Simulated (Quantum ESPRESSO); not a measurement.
# Si2Ni (I4/mmm) in Quantum ESPRESSO: single point with PBEsol

Aim: the single point of Si2Ni with PBEsol.

All numbers are computed with Quantum ESPRESSO 7.5; they aren't measurements. Logs are shortened: lines on timing, memory, paths and dates and some standing lists are left out, and cuts for length are marked.

## 1. The crystal as given

Symmetry: I4/mmm, No. 139, tetragonal system. Conventional cell: a = 3.777 Å, b = 3.777 Å, c = 5.395 Å, α = 90.00°, β = 90.00°, γ = 90.00°. Around Ni (site symmetry 4/mmm) lie 8 Si at 2.32 Å. Around Si (site symmetry -4m2) lie 4 Ni at 2.32 Å.

The cell was built by a generator and needn't be a form met in nature.

## 2. Single point, PBEsol

pw.in

```
&CONTROL
  calculation = 'scf'
  prefix = 'pwscf'
  outdir = './tmp'
  pseudo_dir = './pseudo'
  tprnfor = .true.
  tstress = .true.
  disk_io = 'nowf'
/
&SYSTEM
  ibrav = 0
  nat = 3
  ntyp = 2
  ecutwfc = 98
  nbnd = 20
  occupations = 'smearing'
  smearing = 'mp'
  degauss = 0.00734986
/
&ELECTRONS
  conv_thr = 6d-10
  electron_maxstep = 120
  mixing_beta = 0.5
/
ATOMIC_SPECIES
Ni    58.6934 Ni.upf
Si    28.0850 Si.upf
CELL_PARAMETERS angstrom
   0.0000000000    2.6706180600    2.6973777600
   2.6706180600    0.0000000000    2.6973777600
   2.6706180600    2.6706180600    0.0000000000
ATOMIC_POSITIONS crystal
Ni     0.0000000000    0.0000000000    0.0000000000
Si     0.2500000000    0.2500000000    0.2500000000
Si     0.7500000000    0.7500000000    0.7500000000
K_POINTS automatic
16 16 16 0 0 0
```

Potentials or basis: PseudoDojo 0.4.1 SR PBEsol standard.

Started as:

```
> OMP_NUM_THREADS=1 pw.x -in pw.in > pw.out
```

pw.out:

```text
This program is part of the open-source Quantum ESPRESSO suite
     for quantum simulation of materials; please cite
[... 9 lines left out ...]
     --------------------
     sticks:   dense  smooth     PW     G-vecs:    dense   smooth      PW
     Sum        1385    1385    417                34041    34041    5425

     Using Slab Decomposition

     bravais-lattice index     =            0
     lattice parameter (alat)  =       7.1730  a.u.
     unit-cell volume          =     259.6522 (a.u.)^3
     number of atoms/cell      =            3
     number of atomic types    =            2
     number of electrons       =        26.00
     number of Kohn-Sham states=           20
     kinetic-energy cutoff     =      98.0000  Ry
     charge density cutoff     =     392.0000  Ry
     scf convergence threshold =      6.0E-10
     mixing beta               =       0.5000
     number of iterations used =            8  plain     mixing
     Exchange-correlation= PBESOL
                           (   1   4  10   8   0   0   0)

     celldm(1)=   7.173010  celldm(2)=   0.000000  celldm(3)=   0.000000
     celldm(4)=   0.000000  celldm(5)=   0.000000  celldm(6)=   0.000000

     crystal axes: (cart. coord. in units of alat)
               a(1) = (   0.000000   0.703573   0.710623 )
               a(2) = (   0.703573   0.000000   0.710623 )
               a(3) = (   0.703573   0.703573   0.000000 )

     reciprocal axes: (cart. coord. in units 2 pi/alat)
               b(1) = ( -0.710658  0.710658  0.703608 )
               b(2) = (  0.710658 -0.710658  0.703608 )
               b(3) = (  0.710658  0.710658 -0.703608 )

     PseudoPot. # 1 for Ni read from file:
     Ni.upf
     Pseudo is Norm-conserving + core correction, Zval = 18.0
     Generated using ONCVPSP code by D. R. Hamann
     Using radial grid of 1356 points,  6 beta functions with:
                l(1) =   0
                l(2) =   0
                l(3) =   1
                l(4) =   1
                l(5) =   2
                l(6) =   2

     PseudoPot. # 2 for Si read from file:
     Si.upf
     Pseudo is Norm-conserving + core correction, Zval =  4.0
     Generated using ONCVPSP code by D. R. Hamann
     Using radial grid of 1510 points,  6 beta functions with:
                l(1) =   0
                l(2) =   0
                l(3) =   1
                l(4) =   1
                l(5) =   2
                l(6) =   2

     atomic species   valence    mass     pseudopotential
     Ni               18.00    58.69340     Ni( 1.00)
     Si                4.00    28.08500     Si( 1.00)

     16 Sym. Ops., with inversion, found

   Cartesian axes

     site n.     atom                  positions (alat units)
         1        Ni     tau(   1) = (   0.0000000   0.0000000   0.0000000  )
         2        Si     tau(   2) = (   0.3517865   0.3517865   0.3553115  )
         3        Si     tau(   3) = (   1.0553596   1.0553596   1.0659344  )

     number of k points=   349  Methfessel-Paxton smearing, width (Ry)=  0.0073

     Number of k-points >= 100: set verbosity='high' to print them.

     Dense  grid:    34041 G-vectors     FFT dimensions: (  45,  45,  45)

     Initial potential from superposition of free atoms

     starting charge      25.9986, renormalised to      26.0000
     Starting wfcs are   18 randomized atomic wfcs +    2 random wfcs

     Self-consistent Calculation

     iteration #  1     ecut=    98.00 Ry     beta= 0.50
     Davidson diagonalization with overlap
     ethr =  1.00E-02,  avg # of iterations =  5.2

     total energy              =    -352.20182659 Ry
     estimated scf accuracy    <       0.29450132 Ry

     iteration #  2     ecut=    98.00 Ry     beta= 0.50
     Davidson diagonalization with overlap
     ethr =  1.13E-03,  avg # of iterations =  2.3

     total energy              =    -352.11328734 Ry
     estimated scf accuracy    <       1.72164026 Ry

     iteration #  3     ecut=    98.00 Ry     beta= 0.50
     Davidson diagonalization with overlap
     ethr =  1.13E-03,  avg # of iterations =  2.1

     total energy              =    -352.32412179 Ry
     estimated scf accuracy    <       0.01914363 Ry

     iteration #  4     ecut=    98.00 Ry     beta= 0.50
     Davidson diagonalization with overlap
     ethr =  7.36E-05,  avg # of iterations =  2.9

     total energy              =    -352.32721593 Ry
     estimated scf accuracy    <       0.00036416 Ry

     iteration #  5     ecut=    98.00 Ry     beta= 0.50
     Davidson diagonalization with overlap
     c_bands:  1 eigenvalues not converged
     c_bands:  1 eigenvalues not converged
     ethr =  1.40E-06,  avg # of iterations =  5.3

     total energy              =    -352.32717502 Ry
     estimated scf accuracy    <       0.00023033 Ry

     iteration #  6     ecut=    98.00 Ry     beta= 0.50
     Davidson diagonalization with overlap
     ethr =  8.86E-07,  avg # of iterations =  2.0

     total energy              =    -352.32721267 Ry
     estimated scf accuracy    <       0.00043627 Ry

     iteration #  7     ecut=    98.00 Ry     beta= 0.50
     Davidson diagonalization with overlap
     ethr =  8.86E-07,  avg # of iterations =  1.1

     total energy              =    -352.32721644 Ry
     estimated scf accuracy    <       0.00004952 Ry

     iteration #  8     ecut=    98.00 Ry     beta= 0.50
     Davidson diagonalization with overlap
     ethr =  1.90E-07,  avg # of iterations =  2.0

     total energy              =    -352.32722412 Ry
     estimated scf accuracy    <       0.00000064 Ry

     iteration #  9     ecut=    98.00 Ry     beta= 0.50
     Davidson diagonalization with overlap
     ethr =  2.45E-09,  avg # of iterations =  2.3

     total energy              =    -352.32722427 Ry
     estimated scf accuracy    <       0.00000002 Ry

     iteration # 10     ecut=    98.00 Ry     beta= 0.50
     Davidson diagonalization with overlap
     ethr =  8.75E-11,  avg # of iterations =  2.9

     total energy              =    -352.32722427 Ry
     estimated scf accuracy    <       0.00000002 Ry

     iteration # 11     ecut=    98.00 Ry     beta= 0.50
     Davidson diagonalization with overlap
     ethr =  8.75E-11,  avg # of iterations =  2.0

     total energy              =    -352.32722427 Ry
     estimated scf accuracy    <          8.9E-10 Ry

     iteration # 12     ecut=    98.00 Ry     beta= 0.50
     Davidson diagonalization with overlap
     ethr =  3.44E-12,  avg # of iterations =  2.0

     End of self-consistent calculation

     Number of k-points >= 100: set verbosity='high' to print the bands.

     the Fermi energy is    13.7739 ev

!    total energy              =    -352.32722427 Ry
     estimated scf accuracy    <          1.2E-10 Ry
     smearing contrib. (-TS)   =      -0.00001827 Ry
     internal energy E=F+TS    =    -352.32720600 Ry

     The total energy is F=E-TS. E is the sum of the following terms:
     one-electron contribution =    -258.46389029 Ry
     hartree contribution      =     142.46644887 Ry
     xc contribution           =     -48.90572347 Ry
     ewald contribution        =    -187.42404111 Ry

     convergence has been achieved in  12 iterations

     Forces acting on atoms (cartesian axes, Ry/au):

     atom    1 type  1   force =     0.00000000    0.00000000    0.00000000
     atom    2 type  2   force =    -0.00000000    0.00000000    0.00000000
     atom    3 type  2   force =     0.00000000   -0.00000000    0.00000000

     Total force =     0.000000     Total SCF correction =     0.000000

     Computing stress (Cartesian axis) and pressure

          total   stress  (Ry/bohr**3)                   (kbar)     P=       27.83
   0.00020228   0.00000000   0.00000000           29.76        0.00        0.00
   0.00000000   0.00020228   0.00000000            0.00       29.76        0.00
  -0.00000000   0.00000000   0.00016300           -0.00        0.00       23.98

=------------------------------------------------------------------------------=
   JOB DONE.
=------------------------------------------------------------------------------=
```

It took 10 min on 1 thread of Arm Neoverse V1, shared host; peak memory 0.51 GiB.

Results:

- Free energy: -4793.6561 eV
- Pressure: 2.8 GPa
- Band gap on the k mesh: none (metal or under the smearing width)

Levels at points of the mesh, in eV from the Fermi level:
| k point | band 9 | band 10 | band 11 | band 12 | band 13 | band 14 | band 15 | band 16 | band 17 | band 18 |
| --- | --- | --- | --- | --- | --- | --- | --- | --- | --- | --- |
| (0.00, 0.00, 0.00) | -3.68 | -3.65 | -0.10 | 1.71 | 1.71 | 1.84 | 2.11 | 2.22 | 2.22 | 4.52 |
| (0.00, 0.00, -0.50) | -3.89 | -3.48 | -3.47 | -1.57 | -1.49 | 1.77 | 1.81 | 1.84 | 2.75 | 9.17 |
| (0.00, -0.50, -0.50) | -4.64 | -3.79 | -3.75 | -3.58 | -3.23 | -0.41 | 1.28 | 7.73 | 8.32 | 8.64 |
| (-0.50, -0.50, 0.00) | -4.63 | -3.78 | -3.78 | -3.61 | -3.23 | -0.34 | 1.33 | 7.71 | 8.53 | 8.53 |

Spin polarisation is off, so any magnetic state and its effect on volume and gap are missing.
